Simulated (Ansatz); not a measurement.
# La2Al3Ge: the cost of one run

All numbers below are computed with Ansatz 0.2.0 (DFT PBEsol, scalar-relativistic, plane waves, PAW).

1 further run of the same task is left out (it didn't finish). Runs told in other sessions of the task aren't counted.

**1. Starting point**

The cell holds 24 atoms (Al12Ge4La8): a = 8.677 Å, b = 8.716 Å, c = 8.716 Å, α = 120.00°, β = 90.00°, γ = 90.00°.

The coordinates of this cell stand in the input of its own run.

The host was relaxed before at PBEsol: a = 4.358 Å, b = 4.358 Å, c = 8.677 Å, α = 90.00°, β = 90.00°, γ = 120.00° (conventional cell), 23.783 Å³/atom.

Places, in fractions of the supercell: Al in place of La at (0.751, 0.167, 0.333); La in place of Al at (0.500, 0.500, 0.000). Its neighbours start displaced at random, with a spread of 0.03 Å in each coordinate.

**2. The perfect crystal in the supercell of 24 atoms**

input.yaml

```yaml
crystal:
  lattice:
    - [0.0, 0.0, -8.6768404095]
    - [-4.3577884265, 7.5479109633, 0.0]
    - [8.7155768529, 0.0, 0.0]
  atoms:
    - { symbol: Al, position: [0.5, 0.5, 0.0] }
    - { symbol: Al, position: [0.5, 0.0, 0.0] }
    - { symbol: Al, position: [0.5, 0.5, 0.5] }
    - { symbol: Al, position: [0.5, 0.0, 0.5] }
    - { symbol: Al, position: [0.0, 0.3333333333, 0.1666666667] }
    - { symbol: Al, position: [0.0, 0.8333333333, 0.1666666667] }
    - { symbol: Al, position: [0.0, 0.3333333333, 0.6666666667] }
    - { symbol: Al, position: [0.0, 0.8333333333, 0.6666666667] }
    - { symbol: Al, position: [0.5, 0.3333333333, 0.1666666667] }
    - { symbol: Al, position: [0.5, 0.8333333333, 0.1666666667] }
    - { symbol: Al, position: [0.5, 0.3333333333, 0.6666666667] }
    - { symbol: Al, position: [0.5, 0.8333333333, 0.6666666667] }
    - { symbol: Ge, position: [0.0, 0.5, 0.5] }
    - { symbol: Ge, position: [0.0, 0.0, 0.5] }
    - { symbol: Ge, position: [0.0, 0.5, 0.0] }
    - { symbol: Ge, position: [0.0, 0.0, 0.0] }
    - { symbol: La, position: [0.751306569, 0.1666666667, 0.3333333333] }
    - { symbol: La, position: [0.751306569, 0.6666666667, 0.3333333333] }
    - { symbol: La, position: [0.751306569, 0.1666666667, 0.8333333333] }
    - { symbol: La, position: [0.751306569, 0.6666666667, 0.8333333333] }
    - { symbol: La, position: [0.248693431, 0.1666666667, 0.3333333333] }
    - { symbol: La, position: [0.248693431, 0.6666666667, 0.3333333333] }
    - { symbol: La, position: [0.248693431, 0.1666666667, 0.8333333333] }
    - { symbol: La, position: [0.248693431, 0.6666666667, 0.8333333333] }
basis:
  ecutwfc: 420
  xc_grid: 2
kpoints:
  mp_grid: { grid: [3, 3, 3], shift: [0.0, 0.0, 0.0] }
hamiltonian:
  xc: pbesol
scf:
  occupations: { method: gaussian, width: 0.05 }
output:
  forces: true
  stress: true
  eigenvalues: true
  write_density: true
  write_potential: true
  elf: true
  volumetric_format: npy
```

Run with:

```sh
ansatz run input.yaml --threads 8 --pin off --max-ram 14336MiB --backend cpu --events-out ev --progress --plain --runs-dir out
```

What time and memory should one allow on 8 threads of Arm Neoverse V1, shared host?

About 15 s, with a peak of 2.2 GiB.
